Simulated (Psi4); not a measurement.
**InHCl (SMILES [Cl][InH]) at UHF/3-21G**

Aim: the vertical doublet–quartet gap of InHCl at UHF/3-21G, from 2 runs. The job is set up through a Python script.

Program for the calculation: Psi4 1.11.

1 further run of the same task is left out (set aside as unsound or not needed).

### 1 The structure to begin with

The species is InHCl (3 atoms), meant as a doublet with charge 0. As SMILES, `[Cl][InH]`. The shape is that of a PBE0-D4/def2-TZVP optimisation.

Bond lengths: Cl1–In2 2.365 Å, In2–H3 1.773 Å. Angles: Cl1–In2–H3 115.3°.

### 2 The energy at UHF/3-21G

run.py

```python
import psi4

psi4.set_memory(2200000000)
psi4.set_num_threads(1)
psi4.core.set_output_file('psi4.out', False)

molecule = psi4.geometry("""
0 2
Cl    -1.649800     0.396800    -0.867400
In     0.409500     0.542400     0.286100
H      1.229400    -1.003900     0.568100
symmetry c1
no_reorient
no_com
""")

psi4.set_options({
    'basis': '3-21G',
    'reference': 'uhf',
    'puream': True,
    'e_convergence': 1e-09,
    'd_convergence': 1e-08,
    'scf_type': 'pk',
    'maxiter': 100,
})

e, wfn = psi4.energy('hf', molecule=molecule, return_wfn=True)
psi4.oeprop(wfn, 'DIPOLE', 'MAYER_INDICES', 'WIBERG_LOWDIN_INDICES')
print(f'hf energy: {e:.10f} Eh')
```

Launch:

```
python run.py
```

psi4.out:

```text
[...]
  Running in c1 symmetry.
[...]
  Nuclear repulsion =  203.589380782615649
[...]
  Multiplicity = 2
[...]
  Nalpha       = 34
  Nbeta        = 33
[...]
    Number of basis functions: 46
[...]
   @UHF iter   1: -6172.39414455771384   -3.55956e+00   1.17466e-02 DIIS/ADIIS
[...]
   @UHF iter  13: -6172.64698289404078   -8.18545e-12   8.10776e-09 DIIS
[...]
   @S^2 Observed:                7.620535961E-01
[...]
    Orbital Energies [Eh]
    ---------------------
    Alpha Occupied:
       1A   -991.736306     2A   -148.707509     3A   -138.138063
       4A   -138.138047     5A   -138.137387     6A   -104.060941
       7A    -29.593318     8A    -25.133538     9A    -25.132099
      10A    -25.130024    11A    -17.534049    12A    -17.533585
      13A    -17.532191    14A    -17.530777    15A    -17.530543
      16A    -10.453703    17A     -7.917832    18A     -7.913879
      19A     -7.913757    20A     -5.042550    21A     -3.511616
      22A     -3.509550    23A     -3.506394    24A     -1.151352
      25A     -1.139550    26A     -1.139203    27A     -1.136190
      28A     -1.134605    29A     -1.032935    30A     -0.554451
      31A     -0.466295    32A     -0.435719    33A     -0.434366
      34A     -0.314838
[...]
  @UHF Final Energy: -6172.64698289404078
   => Energetics <=
    Nuclear Repulsion Energy =            203.5893807826156490
    One-Electron Energy =               -8932.4000214249244891
    Two-Electron Energy =                2556.1636577482677239
    Total Energy =                      -6172.6469828940407751
  UHF NO Occupations:
  HONO-2 :   32  A 1.9996615
  HONO-1 :   33  A 1.9945900
[...]
 Multipole Moments:
 ------------------------------------------------------------------------------------
     Multipole            Electronic (a.u.)      Nuclear  (a.u.)        Total (a.u.)
 ------------------------------------------------------------------------------------
 L = 1.  Multiply by 2.5417464519 to convert [e a0] to [Debye]
 Dipole X            :         14.1526384          -12.7588639            1.3937745
 Dipole Y            :        -60.7140084           61.0746256            0.3606172
 Dipole Z            :          1.1097570           -0.3000885            0.8096684
 Magnitude           :                                                    1.6517309
[...]
```

The script printed:

```text
hf energy: -6172.6469828940 Eh
```

Wall time 2 s (1 thread of AMD EPYC 7R43 (Zen 3), shared host); peak memory 0.18 GiB.

### 3 The quartet: energy and gradient at UHF/3-21G

clhin.xyz

```xyz
3
ClHIn
Cl    -1.649800     0.396800    -0.867400
In     0.409500     0.542400     0.286100
H      1.229400    -1.003900     0.568100
```

calc.py

```python
import psi4

psi4.set_memory(2200000000)
psi4.set_num_threads(1)
psi4.core.set_output_file('run.log', False)

with open('clhin.xyz') as f:
    atoms = ''.join(f.readlines()[2:])
molecule = psi4.geometry('0 4\n' + atoms + 'symmetry c1')

psi4.set_options({
    'basis': '3-21G',
    'reference': 'uhf',
    'puream': True,
    'e_convergence': 1e-09,
    'd_convergence': 1e-08,
    'scf_type': 'pk',
    'maxiter': 100,
})

result, w = psi4.gradient('hf', molecule=molecule, return_wfn=True)
print('gradient / Eh bohr^-1')
print(result.np.round(6))
print(f'energy = {w.energy():.10f} Eh')
```

Launch:

```
python calc.py
```

run.log:

```text
[...]
  Running in c1 symmetry.
[...]
  Nuclear repulsion =  203.589380782615621
[...]
  Multiplicity = 4
[...]
  Nalpha       = 35
  Nbeta        = 32
[...]
    Number of basis functions: 46
[...]
   @UHF iter   1: -6172.06634000818121   -3.23176e+00   1.42685e-02 ADIIS/DIIS
[...]
   @UHF iter  18: -6172.46958142256608   -2.72848e-12   5.87259e-09 DIIS
[...]
   @S^2 Observed:                3.756256121E+00
[...]
    Orbital Energies [Eh]
    ---------------------
    Alpha Occupied:
       1A   -991.681286     2A   -148.653655     3A   -138.084355
       4A   -138.083994     5A   -138.083577     6A   -104.241744
       7A    -29.541574     8A    -25.081361     9A    -25.080716
      10A    -25.079065    11A    -17.481629    12A    -17.480845
      13A    -17.480272    14A    -17.478500    15A    -17.478495
      16A    -10.636344    17A     -8.116361    18A     -8.094204
      19A     -8.091677    20A     -4.995615    21A     -3.466922
      22A     -3.460569    23A     -3.460568    24A     -1.248287
      25A     -1.097717    26A     -1.093100    27A     -1.092739
      28A     -1.086462    29A     -1.084415    30A     -0.662021
      31A     -0.643829    32A     -0.599318    33A     -0.487852
      34A     -0.314875    35A     -0.202927
[...]
  @UHF Final Energy: -6172.46958142256608
   => Energetics <=
    Nuclear Repulsion Energy =            203.5893807826156205
    One-Electron Energy =               -8931.9101552001393429
    Two-Electron Energy =                2555.8511929949577279
    Total Energy =                      -6172.4695814225651702
  UHF NO Occupations:
  HONO-2 :   33  A 1.0000000
  HONO-1 :   34  A 1.0000000
[...]
 Multipole Moments:
 ------------------------------------------------------------------------------------
     Multipole            Electronic (a.u.)      Nuclear  (a.u.)        Total (a.u.)
 ------------------------------------------------------------------------------------
 L = 1.  Multiply by 2.5417464519 to convert [e a0] to [Debye]
 Dipole X            :          4.4309829           -5.6728222           -1.2418392
 Dipole Y            :          2.2138016           -2.0287124            0.1850892
 Dipole Z            :         -0.0000000           -0.0000000           -0.0000000
 Magnitude           :                                                    1.2555567
[...]
  -Total Gradient:
     Atom            X                  Y                   Z
    ------   -----------------  -----------------  -----------------
       1        0.087120961313     0.011623081441    -0.000000000000
       2       -0.093478526582    -0.017259223396     0.000000000000
       3        0.006357565273     0.005636141965    -0.000000000000
[...]
```

On the terminal:

```text
gradient / Eh bohr^-1
[[ 0.087121  0.011623 -0.      ]
 [-0.093479 -0.017259  0.      ]
 [ 0.006358  0.005636 -0.      ]]
energy = -6172.4695814226 Eh
```

It took 2.7 s on 1 thread of AMD EPYC 7R43 (Zen 3), shared host; peak memory 0.19 GiB.

### 4 Results

Level: UHF/3-21G.

| quantity | value |
| --- | --- |
| doublet: total energy | -6172.64698 Eh |
| doublet: dipole moment | 4.20 D |
| doublet: HOMO energy (highest over α and β) | -8.57 eV |
| doublet: LUMO energy (lowest over α and β) | -0.16 eV |
| doublet: ⟨S²⟩ | 0.762 |
| quartet: total energy | -6172.46958 Eh |
| quartet: dipole moment | 3.19 D |
| quartet: HOMO energy (highest over α and β) | -5.52 eV |
| quartet: LUMO energy (lowest over α and β) | -3.68 eV |
| quartet: ⟨S²⟩ | 3.756 |
| quartet: largest force on an atom | 4.888 eV/Å |
| vertical energy of the quartet above the doublet | 4.827 eV |

**Reading.** At this shape the quartet lies 4.83 eV (466 kJ/mol) above the doublet. Relativity is left out (doublet) although the molecule holds a heavy atom. Relativity is left out (quartet) although the molecule holds a heavy atom.
